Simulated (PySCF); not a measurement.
# B2F3H3Si: electronic excitations and core binding energies

Wanted: the electronic excitations and core binding energies of B2F3H3Si (`FB[SiH2]B(F)F`), by calculation.

The runs use PySCF 2.14.0, with density-fitted response routines of our own; the level of theory stands in each step. All values are computed, except where a source is named. Atoms are numbered from 0 throughout.

### Step 1. Starting geometry

9 atoms, charge 0, multiplicity 1; geometry from: GFN2-xTB.

Bonds of the start (Å): F0–B1 1.32, B1–Si2 1.98, Si2–B3 1.99, B3–F4 1.32, B3–F5 1.32, B1–H6 1.18, Si2–H7 1.47, Si2–H8 1.47.

### Step 2. Excited states and response: PBE0/def2-SVPD

The job: settings as JSON, then the geometry in Å.

```
{"job": {"kind": "uv", "xc": "PBE0", "basis": "def2-SVPD", "nstates": 8, "ntriplets": 3}, "charge": 0, "multiplicity": 1}
F     -2.123580     1.199939    -0.662545
B     -1.605341     0.003638    -0.490087
Si    -0.056072    -0.219097     0.728360
B      1.616186     0.162270    -0.279536
F      2.242762     1.324386    -0.275276
F      2.183578    -0.701464    -1.104597
H     -2.112375    -0.838855    -1.140270
H      0.002040    -1.580744     1.288571
H     -0.133636     0.655921     1.910201
```

Method: TDDFT PBE0/def2-SVPD, vertical, gas phase, core orbitals frozen in the response.

Started as:

```sh
OMP_NUM_THREADS=1 python probes_run.py task.json out
```

The driver reads the jobs from task.json and runs them one after another.

Standard output:

```text
coarse grid: 8920 points
cycle   1  E = -639.6897108461  dE =  4.634e-01  |g| = 6.550e-01  |ddm| = 3.782e+00
cycle   2  E = -639.5866595816  dE =  1.031e-01  |g| = 1.043e+00  |ddm| = 1.353e+00
cycle   3  E = -639.7647705440  dE = -1.781e-01  |g| = 3.939e-02  |ddm| = 7.945e-01
cycle   4  E = -639.7648766743  dE = -1.061e-04  |g| = 3.364e-02  |ddm| = 6.805e-02
cycle   5  E = -639.7650615217  dE = -1.848e-04  |g| = 3.901e-03  |ddm| = 2.748e-02
cycle   6  E = -639.7650643262  dE = -2.805e-06  |g| = 7.208e-04  |ddm| = 6.251e-03
final grid: 85272 points
cycle   7  E = -639.8440440416  dE = -4.933e-05  |g| = 2.700e-03  |ddm| = 4.703e-02
cycle   8  E = -639.8440444602  dE = -4.186e-07  |g| = 2.591e-03  |ddm| = 8.685e-03
cycle   9  E = -639.8440458490  dE = -1.389e-06  |g| = 5.779e-04  |ddm| = 3.486e-03
cycle  10  E = -639.8440459039  dE = -5.486e-08  |g| = 1.413e-04  |ddm| = 6.577e-04
cycle  11  E = -639.8440459084  dE = -4.459e-09  |g| = 3.530e-05  |ddm| = 2.279e-04
cycle  12  E = -639.8440459086  dE = -2.635e-10  |g| = 1.439e-05  |ddm| = 5.155e-05
converged SCF energy = -639.8440459086

Static polarisability (au): isotropic 56.802, principal 52.812 53.336 64.259

Singlet excitations
state   eV       nm        f      main configurations
  1   4.6983    263.9   0.01648   H->L 0.93
  2   6.1628    201.2   0.01657   H-1->L 0.83, H->L+1 0.15
  3   6.3737    194.5   0.00835   H-2->L 0.98
  4   6.5512    189.3   0.11921   H->L+1 0.76, H-1->L 0.11
  5   7.4925    165.5   0.00850   H->L+2 0.61, H-1->L+1 0.22
  6   7.6256    162.6   0.07828   H-1->L+1 0.55, H->L+2 0.16, H->L+3 0.15
  7   7.7787    159.4   0.01714   H-2->L+1 0.82
  8   8.0204    154.6   0.10618   H->L+3 0.69, H->L+2 0.17

Triplet excitations (Tamm-Dancoff, eV): 3.7937 5.1888 5.9167
```

It took 25 s on 1 thread of Arm Neoverse N1, shared host; peak memory 0.66 GiB.

Frontier orbitals and where they lie:

```tsv
orbital	eV	atoms
HOMO−3	-12.06	B1 26 %, F0 19 %, H6 18 %
HOMO−2	-9.99	Si2 41 %, H7 28 %, H8 20 %
HOMO−1	-9.71	Si2 33 %, B3 20 %, H8 12 %
HOMO	-8.61	B1 28 %, Si2 26 %, F0 16 %
LUMO	-2.33	B1 37 %, Si2 21 %, F0 13 %
LUMO+1	-0.89	B3 30 %, B1 18 %, Si2 18 %
LUMO+2	0.22	B3 25 %, Si2 24 %, B1 22 %
```

With each of the 8 states as a Gaussian band of 0.4 eV half-width at 1/e, the curve within the window shown has maxima at 264 nm (ε 670), 190 nm (ε 5,400), 158 nm (ε 6,700) L/(mol cm). Beyond the last state computed it falls off for lack of states. The curve at chosen wavelengths:

```json
{"nm": "149", "ε (L/mol/cm)": "2720"}
{"nm": "155", "ε (L/mol/cm)": "6199"}
{"nm": "161", "ε (L/mol/cm)": "6259"}
{"nm": "167", "ε (L/mol/cm)": "3612"}
{"nm": "173", "ε (L/mol/cm)": "1598"}
{"nm": "180", "ε (L/mol/cm)": "2617"}
{"nm": "186", "ε (L/mol/cm)": "4801"}
{"nm": "192", "ε (L/mol/cm)": "5282"}
{"nm": "198", "ε (L/mol/cm)": "3800"}
{"nm": "204", "ε (L/mol/cm)": "2022"}
{"nm": "210", "ε (L/mol/cm)": "877"}
{"nm": "216", "ε (L/mol/cm)": "326"}
{"nm": "222", "ε (L/mol/cm)": "109"}
{"nm": "229", "ε (L/mol/cm)": "50"}
{"nm": "235", "ε (L/mol/cm)": "88"}
{"nm": "241", "ε (L/mol/cm)": "194"}
{"nm": "247", "ε (L/mol/cm)": "351"}
{"nm": "253", "ε (L/mol/cm)": "517"}
{"nm": "259", "ε (L/mol/cm)": "635"}
{"nm": "265", "ε (L/mol/cm)": "666"}
{"nm": "271", "ε (L/mol/cm)": "607"}
{"nm": "278", "ε (L/mol/cm)": "467"}
{"nm": "284", "ε (L/mol/cm)": "334"}
{"nm": "290", "ε (L/mol/cm)": "218"}
{"nm": "296", "ε (L/mol/cm)": "131"}
{"nm": "302", "ε (L/mol/cm)": "74"}
```

Ground-state properties from the same run:

```tsv
property	computed
dipole moment (D)	1.43
polarisability (Å³)	8.42
HOMO–LUMO gap (eV)	6.27
−ε(HOMO) (eV)	8.61
```

### Step 3. Core-electron binding energies: SCAN, X2C

Same as in step 2 but for these lines:

```diff
@@ -1,2 +1,2 @@
-{"job": {"kind": "uv", "xc": "PBE0", "basis": "def2-SVPD", "nstates": 8, "ntriplets": 3}, "charge": 0, "multiplicity": 1}
+{"job": {"kind": "xps"}, "charge": 0, "multiplicity": 1}
 F     -2.123580     1.199939    -0.662545
```

Method: delta-SCF UKS SCAN, pcX-2 on the ionised atom, pcseg-1 elsewhere, spin-free X2C.

Standard output:

```text
ground state, core basis on atom 0 (F), 134 functions
  cycle   1  E = -641.28774302  |g| = 7.54e-01
  cycle   2  E = -641.02444546  |g| = 1.51e+00
  cycle   3  E = -641.37112575  |g| = 1.03e-01
  cycle   4  E = -641.37259577  |g| = 6.60e-02
  cycle   5  E = -641.37319512  |g| = 9.45e-03
  cycle   6  E = -641.37321024  |g| = 2.98e-03
  cycle   7  E = -641.37321674  |g| = 1.83e-03
  cycle   8  E = -641.37321499  |g| = 5.00e-04
  E(ground) = -641.39361467 Eh
hole in F 1s of atom 0
  cycle   1  E = -614.98729061  |g| = 2.58e+00
  cycle   2  E = -614.60977953  |g| = 2.20e+00
  cycle   3  E = -615.70821643  |g| = 4.93e-01
  cycle   4  E = -615.66553514  |g| = 5.12e-01
  cycle   5  E = -615.87238477  |g| = 7.19e-02
  cycle   6  E = -615.87652657  |g| = 2.45e-02
  cycle   7  E = -615.87682746  |g| = 1.45e-02
  cycle   8  E = -615.87689981  |g| = 4.15e-03
  cycle   9  E = -615.87690750  |g| = 8.02e-04
  cycle  10  E = -615.87690688  |g| = 6.15e-04
  cycle  11  E = -615.87690675  |g| = 1.25e-04
  E(ion) = -615.90501682 Eh   <S^2> = 0.7566   hole on atom = 1.000   binding energy = 693.580 eV
ground state, core basis on atom 1 (B), 134 functions
  cycle   1  E = -641.32304684  |g| = 1.22e-01
  cycle   2  E = -641.31787193  |g| = 2.12e-01
  cycle   3  E = -641.32505460  |g| = 1.08e-02
  cycle   4  E = -641.32507254  |g| = 4.38e-03
  cycle   5  E = -641.32507748  |g| = 1.19e-03
  cycle   6  E = -641.32507676  |g| = 3.31e-04
  E(ground) = -641.34419874 Eh
hole in B 1s of atom 1
  cycle   1  E = -633.64261084  |g| = 1.15e+00
  cycle   2  E = -631.76038673  |g| = 1.93e+00
  cycle   3  E = -633.87035223  |g| = 5.25e-01
  cycle   4  E = -634.01831270  |g| = 2.74e-01
  cycle   5  E = -634.03674522  |g| = 1.57e-01
  cycle   6  E = -634.04486251  |g| = 4.12e-02
  cycle   7  E = -634.04532387  |g| = 2.11e-02
  cycle   8  E = -634.04546837  |g| = 1.27e-02
  cycle   9  E = -634.04560958  |g| = 3.02e-03
  cycle  10  E = -634.04561889  |g| = 2.77e-03
  cycle  11  E = -634.04562334  |g| = 1.83e-03
  cycle  12  E = -634.04562632  |g| = 6.46e-04
  cycle  13  E = -634.04562672  |g| = 3.22e-04
  E(ion) = -634.06672061 Eh   <S^2> = 0.8278   hole on atom = 1.000   binding energy = 198.030 eV
ground state, core basis on atom 2 (Si), 145 functions
  cycle   1  E = -641.42019618  |g| = 2.84e-01
  cycle   2  E = -641.42022337  |g| = 2.92e-02
  cycle   3  E = -641.42012651  |g| = 3.33e-02
  cycle   4  E = -641.42029088  |g| = 1.07e-02
  cycle   5  E = -641.42030537  |g| = 1.20e-03
  cycle   6  E = -641.42030434  |g| = 2.30e-04
  E(ground) = -641.39626196 Eh
hole in Si 1s of atom 2
  cycle   1  E = -572.50306798  |g| = 4.35e+00
  cycle   2  E = -572.81312000  |g| = 2.04e+00
  cycle   3  E = -573.32261765  |g| = 7.22e-01
  cycle   4  E = -573.49521575  |g| = 4.43e-01
  cycle   5  E = -573.55489346  |g| = 1.11e-01
  cycle   6  E = -573.55984812  |g| = 3.41e-02
  cycle   7  E = -573.56001817  |g| = 2.54e-02
  cycle   8  E = -573.56023352  |g| = 2.73e-03
  cycle   9  E = -573.56023567  |g| = 1.36e-03
  cycle  10  E = -573.56023667  |g| = 4.21e-04
  E(ion) = -573.54413429 Eh   <S^2> = 0.7523   hole on atom = 1.000   binding energy = 1846.350 eV
hole in Si 2p of atom 2
  cycle   1  E = -637.15760367  |g| = 1.23e+00
  cycle   2  E = -637.13281069  |g| = 1.02e+00
  cycle   3  E = -637.43556610  |g| = 3.36e-01
  cycle   4  E = -637.47217342  |g| = 1.32e-01
  cycle   5  E = -637.47735541  |g| = 3.15e-02
  cycle   6  E = -637.47775341  |g| = 1.74e-02
  cycle   7  E = -637.47784792  |g| = 3.88e-03
  cycle   8  E = -637.47785329  |g| = 7.97e-04
  cycle   9  E = -637.47785426  |g| = 4.12e-04
  E(ion) = -637.46584749 Eh   <S^2> = 0.7521   hole on atom = 1.002   binding energy = 106.952 eV
  2p3/2 = 106.757 eV   2p1/2 = 107.380 eV
ground state, core basis on atom 3 (B), 134 functions
  cycle   1  E = -641.33035050  |g| = 6.14e-02
  cycle   2  E = -641.32986780  |g| = 6.91e-02
  cycle   3  E = -641.33070967  |g| = 1.99e-02
  cycle   4  E = -641.33076486  |g| = 4.72e-03
  cycle   5  E = -641.33076972  |g| = 8.41e-04
  cycle   6  E = -641.33077158  |g| = 2.98e-04
  E(ground) = -641.34971828 Eh
hole in B 1s of atom 3
  cycle   1  E = -633.61092817  |g| = 1.16e+00
  cycle   2  E = -631.66371056  |g| = 1.98e+00
  cycle   3  E = -633.82365671  |g| = 5.36e-01
  cycle   4  E = -633.96490050  |g| = 3.22e-01
  cycle   5  E = -633.99538579  |g| = 1.42e-01
  cycle   6  E = -634.00229844  |g| = 3.64e-02
  cycle   7  E = -634.00276846  |g| = 3.15e-02
  cycle   8  E = -634.00353506  |g| = 8.34e-03
  cycle   9  E = -634.00359540  |g| = 3.81e-03
  cycle  10  E = -634.00361618  |g| = 2.77e-03
  cycle  11  E = -634.00362423  |g| = 1.22e-03
  cycle  12  E = -634.00362556  |g| = 8.25e-04
  cycle  13  E = -634.00362663  |g| = 3.38e-04
  E(ion) = -634.02510273 Eh   <S^2> = 0.8503   hole on atom = 1.000   binding energy = 199.313 eV
ground state, core basis on atom 4 (F), 134 functions
  cycle   1  E = -641.37403024  |g| = 1.25e-01
  cycle   2  E = -641.37289211  |g| = 1.07e-01
  cycle   3  E = -641.37375783  |g| = 7.05e-02
  cycle   4  E = -641.37442741  |g| = 6.33e-03
  cycle   5  E = -641.37443471  |g| = 8.95e-04
  cycle   6  E = -641.37443506  |g| = 2.21e-04
  E(ground) = -641.39382690 Eh
hole in F 1s of atom 4
  cycle   1  E = -614.99487965  |g| = 2.58e+00
  cycle   2  E = -614.64433751  |g| = 2.20e+00
  cycle   3  E = -615.71013283  |g| = 5.31e-01
  cycle   4  E = -615.74989068  |g| = 4.67e-01
  cycle   5  E = -615.87820554  |g| = 6.74e-02
  cycle   6  E = -615.87909477  |g| = 5.73e-02
  cycle   7  E = -615.88036993  |g| = 8.89e-03
  cycle   8  E = -615.88039961  |g| = 3.11e-03
  cycle   9  E = -615.88040589  |g| = 1.61e-03
  cycle  10  E = -615.88040609  |g| = 3.30e-04
  E(ion) = -615.90738062 Eh   <S^2> = 0.7565   hole on atom = 1.000   binding energy = 693.522 eV
```

It took 63 s on 1 thread of Arm Neoverse N1, shared host; peak memory 0.43 GiB.

Binding energies by hole, beside the orbital energy of the ground state; the difference holds orbital relaxation and, for a density functional, its self-interaction error:

```tsv
hole	stands for	environment	ΔSCF (eV; 2p as the shell's mean)	−ε (eV)	⟨S²⟩
F1s on F0	F0	fluorine bonded to B	693.58	667.6	0.757
B1s on B1	B1	boron bonded to F, Si, H	198.03	182.1	0.828
Si1s on Si2	Si2	silicon bonded to 2 B, 2 H	1846.35	1793.1	0.752
Si2p on Si2	Si2	silicon bonded to 2 B, 2 H	106.96	96.1	0.752
B1s on B3	B3	boron bonded to 2 F, Si	199.31 (doubtful)	183.1	0.850
F1s on F4	F4, F5	fluorine bonded to B	693.52	667.4	0.757
```

Each hole run stands for the others of its class of like atoms.

Doubtful: the ion did not converge, its hole moved, or its ⟨S²⟩ is well above 0.75.

With the spin-orbit splitting: Si2 2p3/2 106.76, 2p1/2 107.38 eV. The table gives each 2p level as the mean over the whole 2p shell (two parts 2p3/2, one part 2p1/2), which differs a little from the single hole in the log.

### Step 4. Summary of results

| quantity | value |
| --- | --- |
| lowest singlet (PBE0/def2-SVPD) | 4.70 eV (264 nm), f = 0.016 |
| brightest single state of those computed | state 4, 6.55 eV, f = 0.119 |
| lowest triplet | 3.79 eV |
| F1s binding energies, SCAN/pcX-2 | F0 693.58, F4 693.52 eV |
| B1s binding energies, SCAN/pcX-2 (standing for 1 of 2 atoms) | B1 198.03 eV |
| Si1s binding energies, SCAN/pcX-2 | Si2 1846.35 eV |
| Si2p binding energies, SCAN/pcX-2 | Si2 106.96 eV |

The lowest singlet, at 4.70 eV, is HOMO→LUMO 0.93 and is weak; of the 8 states computed, the strongest absorption comes from state 4 at 6.55 eV (the last state computed is bright too, and its partners may lie past the list). The lowest triplet lies 0.90 eV below the lowest singlet (triplets in Tamm-Dancoff, singlets in full TDDFT). The F1s levels computed lie within 0.06 eV of one another, too close to rank.
